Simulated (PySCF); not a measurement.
# C3H8BGaO: spin-spin couplings

Aim: predict the spin-spin couplings of C3H8BGaO (`[GaH2][O]BC1CC1`).

Programs: PySCF 2.14.0, with density-fitted response routines of our own. Each step states its level of theory. These are calculated values for one molecule in the gas phase, unless marked as measured. Atoms count from 0, in the outputs and in this text.

## (1) Starting geometry

14 atoms, charge 0, multiplicity 1; geometry from: GFN2-xTB.

Bonds of the start (Å): Ga0–O1 1.73, O1–B2 1.34, B2–C3 1.57, C3–C4 1.51, C4–C5 1.48, C5–C3 1.51, Ga0–H6 1.54, Ga0–H7 1.55, B2–H8 1.18, C3–H9 1.08, C4–H10 1.09, C4–H11 1.08, C5–H12 1.08, C5–H13 1.09.

## (2) J couplings: B3LYP/pcSseg-1+pcJ-1

What the job is given:

```
{"job": {"kind": "j", "xc": "B3LYP", "basis": "pcJ-1"}, "charge": 0, "multiplicity": 1}
Ga     2.274434     0.749747    -0.577266
O      1.527236    -0.439356     0.434755
B      0.487746    -1.101009     0.952297
C     -0.966324    -0.743055     0.474612
C     -1.288973     0.713569     0.219737
C     -1.160113    -0.215679    -0.928463
H      3.324647     0.177010    -1.554434
H      1.973096     2.255317    -0.354347
H      0.678909    -1.936321     1.762212
H     -1.787959    -1.334436     0.860035
H     -0.485028     1.427687     0.385507
H     -2.267848     1.081933     0.488352
H     -2.043688    -0.504681    -1.477760
H     -0.266812    -0.131199    -1.551803
```

With the program's defaults for keys left out, this is: B3LYP/pcJ-1 Ga:pcSseg-1 indirect spin-spin coupling, non-relativistic, gas phase.

Started as:

```
OMP_NUM_THREADS=1 python probes_run.py task.json out
```

The driver reads the jobs from task.json and runs them one after another.

Log:

```text
coarse grid: 53096 points
cycle   1  E = -2143.7423879855  dE =  1.815e-01  |g| = 1.343e+00  |ddm| = 3.178e+00
cycle   2  E = -2142.8269755848  dE =  9.154e-01  |g| = 2.502e+00  |ddm| = 2.149e+00
cycle   3  E = -2143.9078378657  dE = -1.081e+00  |g| = 5.403e-01  |ddm| = 1.786e+00
cycle   4  E = -2143.9582695718  dE = -5.043e-02  |g| = 1.275e-01  |ddm| = 3.739e-01
cycle   5  E = -2143.9602179776  dE = -1.948e-03  |g| = 2.599e-02  |ddm| = 1.098e-01
cycle   6  E = -2143.9603748335  dE = -1.569e-04  |g| = 9.969e-03  |ddm| = 3.253e-02
cycle   7  E = -2143.9603969750  dE = -2.214e-05  |g| = 2.440e-03  |ddm| = 9.483e-03
cycle   8  E = -2143.9603982472  dE = -1.272e-06  |g| = 6.332e-04  |ddm| = 2.054e-03
final grid: 112312 points
cycle   9  E = -2143.9603567939  dE = -5.462e-08  |g| = 7.354e-04  |ddm| = 2.131e-03
cycle  10  E = -2143.9603567223  dE =  7.154e-08  |g| = 9.362e-04  |ddm| = 1.138e-03
cycle  11  E = -2143.9603569088  dE = -1.865e-07  |g| = 9.431e-05  |ddm| = 6.598e-04
cycle  12  E = -2143.9603569108  dE = -2.017e-09  |g| = 1.908e-05  |ddm| = 7.936e-05
cycle  13  E = -2143.9603569109  dE = -5.912e-11  |g| = 6.974e-06  |ddm| = 1.614e-05
converged SCF energy = -2143.9603569109

Indirect spin-spin couplings (Hz)
  i      j    bonds     total        FC       PSO       DSO        SD
  1 O    2 B    1    -14.106   -19.964     6.265    -0.199    -0.208
  1 O    3 C    2     -0.098    -0.689     0.633    -0.042         -
  1 O    4 C    3     -0.553    -0.436    -0.088    -0.028         -
  1 O    5 C    3     -1.025    -0.900    -0.095    -0.031         -
  1 O    6 H    2    -19.831   -20.612     0.326     0.456         -
  1 O    7 H    2    -10.640   -11.496     0.305     0.552         -
  1 O    8 H    2    -15.784   -16.530     0.776    -0.030         -
  1 O    9 H    3     -3.591    -3.752     0.017     0.144         -
  1 O   12 H    4     -0.179    -0.086    -0.216     0.123         -
  1 O   13 H    4     -0.264    -0.110     0.112    -0.266         -
  2 B    3 C    1     67.297    68.593    -1.988     0.332     0.360
  2 B    4 C    2     -1.262    -1.128    -0.093     0.026    -0.067
  2 B    5 C    2     -1.504    -1.400    -0.076     0.022    -0.049
  2 B    6 H    3      2.334     2.730     0.353    -0.762     0.013
  2 B    7 H    3      0.281     0.670     0.228    -0.618     0.002
  2 B    8 H    1    150.982   150.862    -1.453     1.112     0.460
  2 B    9 H    2      1.831     2.163    -0.237    -0.118     0.023
  2 B   10 H    3      4.906     4.897    -0.233     0.245    -0.004
  2 B   11 H    3      2.913     2.876     0.480    -0.405    -0.038
  2 B   12 H    3      2.840     2.801     0.486    -0.414    -0.033
  2 B   13 H    3      4.958     4.992    -0.245     0.215    -0.004
  3 C    4 C    1      9.553    10.189    -0.846     0.210         -
  3 C    5 C    1     10.760    11.558    -1.009     0.211         -
  3 C    6 H    4     -0.647    -0.402     0.151    -0.397         -
  3 C    8 H    2     23.023    23.282    -0.277     0.018         -
  3 C    9 H    1    158.367   156.441     0.946     0.980         -
  3 C   10 H    2      0.060    -0.233     0.442    -0.149         -
  3 C   11 H    2     -1.754    -1.891     0.418    -0.281         -
  3 C   12 H    2     -1.424    -1.536     0.395    -0.283         -
  3 C   13 H    2     -0.326    -0.697     0.507    -0.136         -
  4 C    5 C    1     17.784    19.227    -1.639     0.197         -
  4 C    6 H    5     -0.194     0.109     0.160    -0.463         -
  4 C    7 H    5      1.462     1.389    -0.106     0.179         -
  4 C    8 H    3      0.403     0.410     0.255    -0.262         -
  4 C    9 H    2     -1.532    -1.674     0.386    -0.245         -
  4 C   10 H    1    166.212   164.562     0.657     0.994         -
  4 C   11 H    1    172.214   170.712     0.649     0.854         -
  4 C   12 H    2     -1.542    -1.529     0.328    -0.341         -
  4 C   13 H    2     -1.349    -1.449     0.303    -0.203         -
  5 C    6 H    5     -0.270    -0.062     0.051    -0.259         -
  5 C    7 H    5      0.854     0.895     0.013    -0.054         -
  5 C    8 H    3      0.828     0.827     0.286    -0.285         -
  5 C    9 H    2     -1.047    -1.173     0.368    -0.242         -
  5 C   10 H    2     -1.728    -1.780     0.270    -0.217         -
  5 C   11 H    2     -1.595    -1.587     0.327    -0.335         -
  5 C   12 H    1    173.741   172.281     0.601     0.858         -
  5 C   13 H    1    160.053   158.155     0.865     1.033         -
  6 H    7 H    2     85.134    90.207     1.438    -6.511         -
  6 H    8 H    4     -0.738    -0.092     0.748    -1.393         -
  6 H    9 H    5     -0.617    -0.001     0.892    -1.507         -
  6 H   10 H    6     -2.000     0.061     0.442    -2.503         -
  6 H   11 H    6     -0.848    -0.019     0.881    -1.709         -
  6 H   12 H    6     -0.575    -0.108     0.604    -1.071         -
  6 H   13 H    6     -0.486     0.225    -0.499    -0.213         -
  7 H    8 H    4      1.077     1.854     0.918    -1.695         -
  7 H    9 H    5     -0.172     0.091     0.946    -1.209         -
  7 H   10 H    6      0.851    -0.276    -1.702     2.829         -
  7 H   11 H    6      0.186    -0.039     0.444    -0.219         -
  7 H   13 H    6     -0.469     0.018    -0.444    -0.044         -
  8 H    9 H    3      2.617     2.574     0.056    -0.014         -
  8 H   10 H    4      0.283     0.240     0.894    -0.851         -
  8 H   13 H    4     -0.171    -0.194     1.002    -0.979         -
  9 H   10 H    3      6.811     6.654     2.643    -2.486         -
  9 H   11 H    3     10.111    10.095     0.185    -0.169         -
  9 H   12 H    3      9.393     9.378     0.191    -0.176         -
  9 H   13 H    3      6.393     6.211     2.627    -2.444         -
 10 H   11 H    2     -4.332    -4.763     3.028    -2.597         -
 10 H   12 H    3      6.426     6.311     2.659    -2.545         -
 10 H   13 H    3     10.404    10.033    -0.019     0.391         -
 11 H   12 H    3      9.368     9.386     0.420    -0.438         -
 11 H   13 H    3      6.639     6.501     2.639    -2.502         -
 12 H   13 H    2     -4.589    -5.084     2.953    -2.458         -
```

It took 40 s on 1 thread of Intel Xeon 6975P-C, shared host; peak memory 1 GiB.

Couplings of 1 Hz or more, nine at most for each number of bonds, with means over like pairs (isotopes 11B, 13C, 1H, 17O):

```tsv
pair	bonds	J (Hz)	Fermi contact (Hz)	dihedral (°)
C4–H11	1	173.0	171.5	–
C4–H10	1	163.1	161.4	–
C3–H9	1	158.4	156.4	–
B2–H8	1	151.0	150.9	–
B2–C3	1	67.3	68.6	–
C4–C5	1	17.8	19.2	–
O1–B2	1	-14.1	-20.0	–
C3–C4	1	10.2	10.9	–
H6–H7	2	85.1	90.2	–
C3–H8	2	23.0	23.3	–
O1–H8	2	-15.8	-16.5	–
O1–H6	2	-15.2	-16.1	–
H10–H11	2	-4.5	-4.9	–
B2–H9	2	1.8	2.2	–
C3–H11	2	-1.6	-1.7	–
C4–H12	2	-1.6	-1.6	–
C4–H13	2	-1.5	-1.6	–
H10–H13	3	10.4	10.0	0
H9–H11	3	9.8	9.7	4
H11–H12	3	9.4	9.4	0
H9–H10	3	6.6	6.4	146
H10–H12	3	6.5	6.4	-145
B2–H10	3	4.9	4.9	0
O1–H9	3	-3.6	-3.8	176
B2–H11	3	2.9	2.8	-143
H8–H9	3	2.6	2.6	-4
```

The spin-dipole term was solved for some atoms only; pairs without it lack that part.

The response was solved for the nuclei of B, C, H alone, so couplings that need other nuclei can be missing.

Quadrupole couplings from the field gradients of the same density:

```tsv
atom	isotope	eQq/h (MHz)	η
Ga0	69Ga	144.5	0.36
O1	17O	-4.936	0.85
B2	11B	4.091	0.39
```

## (3) Outcome

| quantity | value |
| --- | --- |
| largest coupling of the table (B3LYP/pcSseg-1+pcJ-1) | ¹J(C,H) C4–H11, 173.0 Hz |

What this shows: In the run at B3LYP/pcSseg-1+pcJ-1, the largest coupling of the table is C4–H11 (mean over like pairs), 173.0 Hz, of which the Fermi-contact term gives 171.5 Hz. Couplings across rotatable bonds belong to this one conformer; where others are populated, the observed values are averages. Spin-orbit coupling is left out, which matters for shieldings and couplings at and beside the heavy atoms.
